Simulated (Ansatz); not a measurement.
Re-Cd mixtures: a scan of ordered alloys across composition, run with Ansatz 0.2.0, Python API.

The script, `re_run.py`:
```python
"""Ordered Re-Cd cells across composition, after relaxing atoms and volume at fixed cell shape."""

from collections import Counter
import csv
import warnings

import ansatz as az
import numpy as np


def fcc(a_site, a):
    return (
        az.Lattice.fcc(a)
        .space_group(225)
        .atom(a_site, [0, 0, 0])
        .primitive()
    )

A_FIRST, A_LAST = 3.89, 4.42


def solve(name, crystal):
    calc = (
        crystal.calculation()
        .basis(17 * az.Ha)
        .functional("pbesol")
        .kpoints(spacing=0.3)
        .occupations("gaussian", width=0.05)
        .band_table()
    )
    calc = calc.relax(force_tolerance=0.02, fix_cell=["shape"])
    return calc.run(threads=1)


def volume_per_atom(outcome):
    return abs(np.linalg.det(outcome.lattice.cell_ang)) / len(outcome.lattice.sites)


def counts(outcome):
    return Counter(site.symbol for site in outcome.lattice.sites)

warnings.simplefilter("ignore", az.DeckWarning)

# swap the mixed sites of the conventional cell one by one
phases = {}
for k in range(4 + 1):
    a = A_FIRST + (A_LAST - A_FIRST) * k / 4
    cell = fcc("Re", a).conventional().resolved()
    sites = [site.position for site in cell.sites if site.symbol == "Re"]
    for position in sites[:k]:
        cell = cell.substitution("Cd", at=position, replaces="Re")
    phases[f"Re{4 - k}Cd{k}"] = cell.resolved()

done = {}
for name, crystal in phases.items():
    done[name] = solve(name, crystal)
    print(f"{name}: {done[name].report['energy_sigma0_ev']:.4f} eV, {len(done[name].lattice.sites)} atoms")

# x is the share of the second element on the mixed sites; both end members stand on this same lattice
x = {name: counts(o)["Cd"] / (counts(o)["Re"] + counts(o)["Cd"]) for name, o in done.items()}
first, last = min(x, key=x.get), max(x, key=x.get)
energy = {name: o.report["energy_sigma0_ev"] / len(o.lattice.sites) for name, o in done.items()}
volume = {name: volume_per_atom(o) for name, o in done.items()}
rows = []
for name in sorted(done, key=x.get):
    line = lambda table: (1 - x[name]) * table[first] + x[name] * table[last]
    rows.append((name, x[name], 1000 * (energy[name] - line(energy)), volume[name], 100 * (volume[name] / line(volume) - 1)))
with open("alloy.csv", "w", newline="") as handle:
    writer = csv.writer(handle)
    writer.writerow(["cell", "x(Cd)", "E_mix (meV/atom)", "V (A^3/atom)", "excess V (%)"])
    writer.writerows([round(v, 4) if isinstance(v, float) else v for v in row] for row in rows)
print(open("alloy.csv").read())
```

Do these ordered cells favour mixing or separation, and does the volume follow a straight line between the end members?

Mixing energies: +531 meV an atom at x(Re) = 0.25 (volume -8.8 % off the straight line), +926 meV an atom at x(Re) = 0.50 (volume -7.6 % off the straight line) and +689 meV an atom at x(Re) = 0.75 (volume -5.6 % off the straight line). All are positive, so the end members on this lattice are favoured over these cells.

What the script printed:

```console
$ python re_run.py
Re4Cd0: -42948.7026 eV, 4 atoms
Re3Cd1: -40392.8155 eV, 4 atoms
Re2Cd2: -37838.7417 eV, 4 atoms
Re1Cd3: -35287.1889 eV, 4 atoms
Re0Cd4: -32736.1854 eV, 4 atoms
cell,x(Cd),E_mix (meV/atom),V (A^3/atom),excess V (%)
Re4Cd0,0.0,0.0,14.5906,0.0
Re3Cd1,0.25,689.4369,15.2833,-5.6188
Re2Cd2,0.5,925.5848,16.4382,-7.629
Re1Cd3,0.75,531.4421,17.6852,-8.8315
Re0Cd4,1.0,0.0,21.001,0.0
```

Reading the output:
- Absolute energies stand on the zero of these potentials, so only differences at equal settings mean something.
- Spin is left out of this run.
- Atoms and volume are relaxed with the cell's shape held, which in cells of lower than cubic symmetry can hide stresses and shift volumes.
- Spin-orbit coupling, which matters for elements this heavy, is left out.
- These are small ordered cells, with both end members on the same lattice, which need not be their own; they aren't random solutions. Differences under about 40 meV an atom lie within the error of mesh and functional.
- The cells are prototypes set up for this calculation and needn't exist.
- It ran for 110 s on 1 thread of Arm Neoverse V1 (shared host), peak memory 0.51 GiB.
